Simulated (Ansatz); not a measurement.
# SrDy3Ru: the cost of one run

Method: DFT PBE, scalar-relativistic, plane waves, PAW; 4f electrons in the core of a trivalent norm-conserving potential, in Ansatz 0.2.0.

## (1) The system as given

It takes space group Pm-3m (No. 221, cubic). Conventional cell: a = 4.953 Å, b = 4.953 Å, c = 4.953 Å, α = 90.00°, β = 90.00°, γ = 90.00°. Sr (site symmetry m-3m) is surrounded by 12 Dy at 3.50 Å. Dy (site symmetry 4/mmm) is surrounded by 2 Ru at 2.48 Å. Ru (site symmetry m-3m) has 6 Dy at 2.48 Å as nearest neighbours.

Structure file:

```cif
data_structure
_symmetry_space_group_name_H-M 'P 1'
_symmetry_Int_Tables_number 1
_cell_length_a 4.9532
_cell_length_b 4.9532
_cell_length_c 4.9532
_cell_angle_alpha 90.000
_cell_angle_beta 90.000
_cell_angle_gamma 90.000
_cell_volume 121.52
loop_
_atom_site_label
_atom_site_type_symbol
_atom_site_fract_x
_atom_site_fract_y
_atom_site_fract_z
_atom_site_occupancy
Sr1 Sr 0.00000 0.00000 0.00000 1
Dy1 Dy 0.00000 0.50000 0.50000 1
Dy2 Dy 0.50000 0.00000 0.50000 1
Dy3 Dy 0.50000 0.50000 0.00000 1
Ru1 Ru 0.50000 0.50000 0.50000 1
```

Recipe of the guess: species swapped into a database cell of Ce3AlN (Pm-3m, No. 221), with Dy on the Ce sites, Sr on the Al sites and Ru on the N sites. Lengths come from tabulated atomic sizes and are only a guess.

## (2) Probe: one point on a coarse mesh

Contents of input.yaml:

```yaml
crystal:
  lattice:
    - [4.95321853, 0.0, 0.0]
    - [0.0, 4.95321853, 0.0]
    - [0.0, 0.0, 4.95321853]
  atoms:
    - { symbol: Sr, position: [0.0, 0.0, 0.0] }
    - { symbol: Dy, position: [0.0, 0.5, 0.5] }
    - { symbol: Dy, position: [0.5, 0.0, 0.5] }
    - { symbol: Dy, position: [0.5, 0.5, 0.0] }
    - { symbol: Ru, position: [0.5, 0.5, 0.5] }
basis:
  ecutwfc: 630
kpoints:
  mp_grid: { grid: [4, 4, 4] }
hamiltonian:
  xc: pbe
  pseudopotentials:
    kind: paw
    azcp: { Dy: "pseudopotentials/pbe/nc/lanthanide_3plus/Dy.nc.azcp" }
scf:
  occupations: { method: gaussian, width: 0.1 }
  lower_state_search: "off"
output:
  forces: true
  stress: true
  eigenvalues: true
```

On the command line:

```
ansatz run input.yaml --threads 1 --pin off --max-ram 2560MiB --backend cpu --events-out ev --progress --plain --runs-dir out
```

What time and memory should one allow on 1 thread of Arm Neoverse V2, shared host?

About 5.5 s, with a peak of 0.41 GiB.
